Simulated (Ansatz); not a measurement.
# HfB2 (P6/mmm): relaxations under a series of pressures, by script

Wanted for HfB2 (P6/mmm): relaxations under a series of pressures.

Computed with Ansatz 0.2.0 through its Python package. Level of theory: DFT PBEsol, plane waves, PAW.

### 1 The system

Symmetry: P6/mmm, No. 191, hexagonal system. The conventional cell has a = 3.140 Å, b = 3.140 Å, c = 3.480 Å, α = 90.00°, β = 90.00°, γ = 120.00°. Hf (site symmetry 6/mmm) is surrounded by 12 B at 2.51 Å. B (site symmetry -6m2) has 3 B at 1.81 Å and 6 Hf at 2.51 Å as nearest neighbours.

Input file hfb2.cif:

```cif
data_HfB2
_cell_length_a 3.140000
_cell_length_b 3.140000
_cell_length_c 3.480000
_cell_angle_alpha 90.00000
_cell_angle_beta 90.00000
_cell_angle_gamma 120.00000
_symmetry_space_group_name_H-M 'P 1'
_symmetry_Int_Tables_number 1
loop_
_symmetry_equiv_pos_as_xyz
'x, y, z'
loop_
_atom_site_label
_atom_site_type_symbol
_atom_site_fract_x
_atom_site_fract_y
_atom_site_fract_z
Hf1 Hf    0.000000    0.000000    0.000000
B2 B    0.333333    0.666667    0.500000
B3 B    0.666667    0.333333    0.500000
```

### 2 The code

hfb2_compress.py reads:

```python
"""Cell of HfB2 under pressure."""

import logging
import sys
import warnings

import ansatz as az
from ase.io import read
import numpy as np
import pandas as pd

logging.basicConfig(stream=sys.stdout, format="%(levelname)s %(message)s")
logger = logging.getLogger("ansatz_job")
logger.setLevel(logging.INFO)

def edges_and_angles(cell):
    cell = np.asarray(cell)
    a, b, c = np.linalg.norm(cell, axis=1)
    cosines = cell[1] @ cell[2] / (b * c), cell[0] @ cell[2] / (a * c), cell[0] @ cell[1] / (a * b)
    return (a, b, c, *np.degrees(np.arccos(cosines)))

warnings.simplefilter("ignore", az.DeckWarning)

atoms = read("hfb2.cif")
crystal = az.Crystal.from_ase(atoms)

job = (
    crystal.calculation()
    .kpoints(12, 12, 9)
    .occupations("fermi_dirac", width=50 * az.meV)
    .functional(az.Functional.PBESOL)
)

# H = F + PV, with 1 GPa A^3 = 1/160.21766 eV
rows = []
for pressure in [0, 10, 20, 30, 40]:
    result = job.relax(cell=True, pressure=pressure, force_tolerance=0.02).run(threads=1)
    cell = result.lattice.cell_ang
    n_atoms = len(result.lattice.sites)
    volume = abs(np.linalg.det(cell)) / n_atoms
    enthalpy = result.report["free_energy_ev"] / n_atoms + pressure * volume / 160.21766
    rows.append((pressure, volume, enthalpy, *edges_and_angles(cell)))
    logger.info(f"{pressure} GPa done: {volume:.4f} A^3/atom")

table = pd.DataFrame(rows, columns=["P_GPa", "V_A3_atom", "H_eV_atom", "a", "b", "c", "alpha", "beta", "gamma"])
print(table.round(4).to_string(index=False))
p, v = np.array([row[0] for row in rows], float), np.array([row[1] for row in rows])
print("mean bulk modulus between rows (GPa):", np.round(-np.diff(p) / np.diff(np.log(v)), 1))
```

### 3 The input behind the calls

The package turns the script's settings into the engine's input (first run):

```yaml
crystal:
  lattice:
    - [3.14, 0.0, 0.0]
    - [-1.5699999999999994, 2.7193197678831376, 0.0]
    - [0.0, 0.0, 3.48]
  atoms:
    - { symbol: Hf, position: [0.0, 0.0, 0.0] }
    - { symbol: B, position: [0.333333, 0.666667, 0.49999999999999994] }
    - { symbol: B, position: [0.6666669999999999, 0.333333, 0.49999999999999994] }
kpoints:
  mp_grid:
    grid: [12, 12, 9]
hamiltonian:
  xc: pbesol
scf:
  occupations:
    method: fermi_dirac
    width: 0.05
relax:
  f_tol: 0.02
  cell:
    p_target: 0.0
```

### 4 Launch

Run with:

```sh
$ python hfb2_compress.py
```

What it wrote:

```text
INFO 0 GPa done: 9.7335 A^3/atom
INFO 10 GPa done: 9.3900 A^3/atom
INFO 20 GPa done: 9.0985 A^3/atom
INFO 30 GPa done: 8.8452 A^3/atom
INFO 40 GPa done: 8.6207 A^3/atom
 P_GPa  V_A3_atom  H_eV_atom      a      b      c  alpha  beta  gamma
     0     9.7335 -5302.2030 3.1268 3.1268 3.4487   90.0  90.0  120.0
    10     9.3900 -5301.6066 3.0923 3.0923 3.4017   90.0  90.0  120.0
    20     9.0985 -5301.0298 3.0621 3.0621 3.3615   90.0  90.0  120.0
    30     8.8452 -5300.4700 3.0351 3.0351 3.3262   90.0  90.0  120.0
    40     8.6207 -5299.9251 3.0106 3.0106 3.2947   90.0  90.0  120.0
mean bulk modulus between rows (GPa): [278.3 317.2 354.2 388.9]
```

Wall time 99 s (1 thread of Arm Neoverse V1, shared host); peak memory 0.53 GiB.

### 5 The runs side by side

One row for each of the 5 runs:

```
run  pressure asked (GPa)  energy from run 1 (meV/atom)  final volume (Å³/atom)  pressure (GPa)  SCF cycles in all  CPU time (s)
  1                     0                          0.00                    9.73           -0.04                 26            14
  2                    10                         10.37                    9.39           10.00                 38            22
  3                    20                         37.42                    9.10           20.00                 38            22
  4                    30                         76.77                    8.85           29.99                 34            19
  5                    40                        125.68                    8.62           40.00                 35            20
```

Energies are free energies F = E - TS of the smeared occupations. 

### 6 Path of the relaxation of run 1

Relaxation path:

| step | energy from step 1 (eV/cell) | largest force component (eV/Å) | pressure (GPa) | volume (Å³) |
| --- | --- | --- | --- | --- |
| 1 | 0.0000 | 0.0000 | -4.37 | 29.71 |
| 2 | -0.0054 | 0.0000 | 1.83 | 28.98 |
| 3 | -0.0079 | 0.0000 | 0.31 | 29.17 |
| 4 | -0.0081 | 0.0000 | -0.02 | 29.20 |
| 5 | -0.0076 | 0.0000 | -0.04 | 29.20 |

Step 1 is the start. Step 5 repeats the geometry before it on a plane-wave basis chosen anew for that cell, so its energy need not be comparable with the rows above.

«Before» is this run's own start.

|  | before | after | change |
| --- | --- | --- | --- |
| a (Å) | 3.140 | 3.127 | -0.4 % |
| b (Å) | 3.140 | 3.127 | -0.4 % |
| c (Å) | 3.480 | 3.449 | -0.9 % |
| volume (Å³/atom) | 9.90 | 9.73 | -1.7 % |
| shortest distance (Å) | 1.813 | 1.805 | -0.4 % |
| space group (0.01 Å) | P6/mmm | P6/mmm | same |

Forces and stress were held to the start's 24 operations: a distortion of lower symmetry was not tested.

### 7 How the relaxation of run 5 went

Relaxation path:

| step | E - E(step 1) (eV/cell) | largest force component (eV/Å) | pressure (GPa) | volume (Å³) |
| --- | --- | --- | --- | --- |
| 1 | 0.0000 | 0.0000 | -4.37 | 29.71 |
| 2 | 0.2512 | 0.0000 | 32.29 | 26.38 |
| 3 | 0.3881 | 0.0000 | 41.49 | 25.78 |
| 4 | 0.3640 | 0.0000 | 39.96 | 25.87 |
| 5 | 0.3668 | 0.0000 | 39.83 | 25.87 |
| 6 | 0.3694 | 0.0000 | 40.00 | 25.86 |
| 7 | 0.3695 | 0.0000 | 40.00 | 25.86 |

Step 1 is the start. Steps 5, 7 each repeat the geometry before them on a plane-wave basis chosen anew, so the energy can jump there without any move.

«Before» is this run's own start.

|  | before | after | change |
| --- | --- | --- | --- |
| a (Å) | 3.140 | 3.011 | -4.1 % |
| b (Å) | 3.140 | 3.011 | -4.1 % |
| c (Å) | 3.480 | 3.295 | -5.3 % |
| volume (Å³/atom) | 9.90 | 8.62 | -13.0 % |
| shortest distance (Å) | 1.813 | 1.738 | -4.1 % |
| space group (0.01 Å) | P6/mmm | P6/mmm | same |

Forces and stress were held to the start's 24 operations: a distortion of lower symmetry was not tested.

Under a set pressure the enthalpy E + pV is minimised, so E itself may rise.

### 8 What came out

| quantity | value |
| --- | --- |
| bulk modulus between neighbouring pressures | 278.3 to 388.9 GPa |
| runs compared | 5 |
| range of energy | 125.68 meV/atom |

What this shows: The crystal stiffens as it is compressed. The volume falls from 9.73 Å³ an atom at 0 GPa to 8.62 at 40 GPa, by 11.4 %. Between 0 and 10 GPa, -V dP/dV is about 278 GPa, a mean over that step. In run 1, the volume shrank by 1.7 % over 3 moves, and the space group stayed P6/mmm. In run 5, the volume shrank by 13.0 % over 4 moves under the 40 GPa asked, and the space group stayed P6/mmm. Spin is left out of this run. At a fixed pressure a relaxation lowers the enthalpy F + PV, while F alone can rise. Spin-orbit coupling, which matters for elements this heavy, is left out. Symmetry holds the cell in this phase, so another phase that may be stable under pressure is not reached.
